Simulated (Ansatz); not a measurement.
# C₂H₃AlO: small, medium and large basis sets

How large a basis does C₂H₃AlO need? Two functionals are run in growing sets.

The runs use Ansatz 0.2.0, Gaussian basis; one geometry, several basis sets.

Plan: PBE0-D4/def2-SVP; ωB97M-V/def2-SVP; PBE0-D4/def2-QZVPP; ωB97M-V/def2-QZVPP; the functionals' def2-TZVPP values are taken from earlier runs.

## 1. The geometry

All runs share one geometry, relaxed beforehand with PBE0-D4 in a triple-zeta def2 set.

7 atoms, charge 0, spin multiplicity 1.

Atoms are counted from 1 here; the program's logs count them from 0.

Bond lengths: C1–C2 1.351 Å, C1–O4 1.374 Å, C1–H5 1.091 Å, C2–Al3 1.891 Å, C2–H6 1.078 Å, Al3–O4 1.777 Å, Al3–H7 1.576 Å. Angles: C2–C1–O4 116.1°, C2–C1–H5 128.9°, O4–C1–H5 115.0°, C1–C2–Al3 81.0°, C1–C2–H6 124.8°, Al3–C2–H6 154.2°, C2–Al3–O4 78.1°, C2–Al3–H7 152.4°, O4–Al3–H7 129.5°, C1–O4–Al3 84.8°.

## 2. PBE0-D4 in def2-SVP

Input file in.yaml:

```yaml
crystal:
  periodic: [false, false, false]
  atoms:
    - {symbol: C, position_ang: [-0.736860, 0.412440, -0.408761]}
    - {symbol: C, position_ang: [-0.022471, 0.626234, 0.717675]}
    - {symbol: Al, position_ang: [0.912946, -0.878048, 0.054796]}
    - {symbol: O, position_ang: [-0.335368, -0.645430, -1.187844]}
    - {symbol: H, position_ang: [-1.595273, 0.966472, -0.791079]}
    - {symbol: H, position_ang: [-0.213918, 1.413687, 1.427912]}
    - {symbol: H, position_ang: [2.052144, -1.963457, 0.141601]}
basis:
  gaussian: {orbitals: def2-SVP}
hamiltonian: {xc: pbe0, dispersion: d4}
output: {orbitals: {seedname: orbitals}}
```

Started as:

```console
ansatz run in.yaml --threads 2 --pin off --events-out ev --progress --plain --max-ram 4352MiB
```

The runs that follow: ωB97M-V in def2-SVP; PBE0-D4 in def2-QZVPP; ωB97M-V in def2-QZVPP.

Before running them: what should the planned runs give, taken together? Wanted: PBE0-D4: double and triple zeta above quadruple; ωB97M-V: double and triple zeta above quadruple.

As calculated:

```
                                       quantity          value
PBE0-D4: double and triple zeta above quadruple  7.66, 0.45 eV
ωB97M-V: double and triple zeta above quadruple  7.79, 0.42 eV
```

In words: For PBE0-D4 the step from double to triple zeta gains 7.22 eV and the next only 0.45 eV. These are total energies; as a rule much of such shifts cancels in differences, which this series doesn't test.
